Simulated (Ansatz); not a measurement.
**F3GeHO: basis-set convergence**

How large a basis does F3GeHO need? Two functionals are run in growing sets.

Computed with Ansatz 0.2.0, Gaussian basis. Level: one geometry, several basis sets.

Plan: PBE0-D4/def2-SVP; ωB97M-V/def2-SVP; PBE0-D4/def2-QZVPP; ωB97M-V/def2-QZVPP; the functionals' def2-TZVPP values are taken from earlier runs.

### 1 The relaxed structure

The geometry comes from an earlier relaxation with PBE0-D4 in a triple-zeta def2 set; it is a stationary point.

SMILES `[OH][Ge]([F])([F])[F]`, 6 atoms, charge 0, spin multiplicity 1.

Atoms are counted from 1 here; the program's logs count them from 0.

Bond lengths: O1–Ge2 1.728 Å, O1–H6 0.962 Å, Ge2–F3 1.694 Å, Ge2–F4 1.703 Å, Ge2–F5 1.703 Å. Angles: Ge2–O1–H6 113.9°, O1–Ge2–F3 108.1°, O1–Ge2–F4 112.7°, O1–Ge2–F5 112.7°, F3–Ge2–F4 108.5°, F3–Ge2–F5 108.6°, F4–Ge2–F5 106.2°.

### 2 PBE0-D4 in def2-SVP

Input file in.yaml:

```yaml
crystal:
  periodic: [false, false, false]
  atoms:
    - {symbol: O, position_ang: [-0.822458, 0.301640, 1.076858]}
    - {symbol: Ge, position_ang: [0.315332, -0.140687, -0.146342]}
    - {symbol: F, position_ang: [1.692822, -0.764375, 0.618418]}
    - {symbol: F, position_ang: [-0.291644, -1.322127, -1.212691]}
    - {symbol: F, position_ang: [0.784047, 1.179858, -1.114961]}
    - {symbol: H, position_ang: [-1.636000, 0.681792, 0.732518]}
basis:
  gaussian: {orbitals: def2-SVP}
hamiltonian: {xc: pbe0, dispersion: d4}
output: {orbitals: {seedname: orbitals}}
```

On the command line:

```bash
> ansatz run in.yaml --threads 4 --pin off --events-out ev --progress --plain --max-ram 10444MiB
```

After this run come: ωB97M-V in def2-SVP; PBE0-D4 in def2-QZVPP; ωB97M-V in def2-QZVPP.

**Question.** What will the summary of the whole plan be? Wanted: PBE0-D4: double and triple zeta above quadruple; ωB97M-V: double and triple zeta above quadruple.

**Answer**, as computed:

| quantity | value |
| --- | --- |
| PBE0-D4: double and triple zeta above quadruple | 22.11, 1.84 eV |
| ωB97M-V: double and triple zeta above quadruple | 22.25, 1.76 eV |

In words: PBE0-D4 gains 20.27 eV from double to triple zeta, then 1.84 eV more. Total energies overstate the basis error of differences, where much of it tends to cancel. The LUMO of ωB97M-V is positive and keeps falling with the basis (1.02 to 0.41 eV): an unbound level that the basis holds in place.
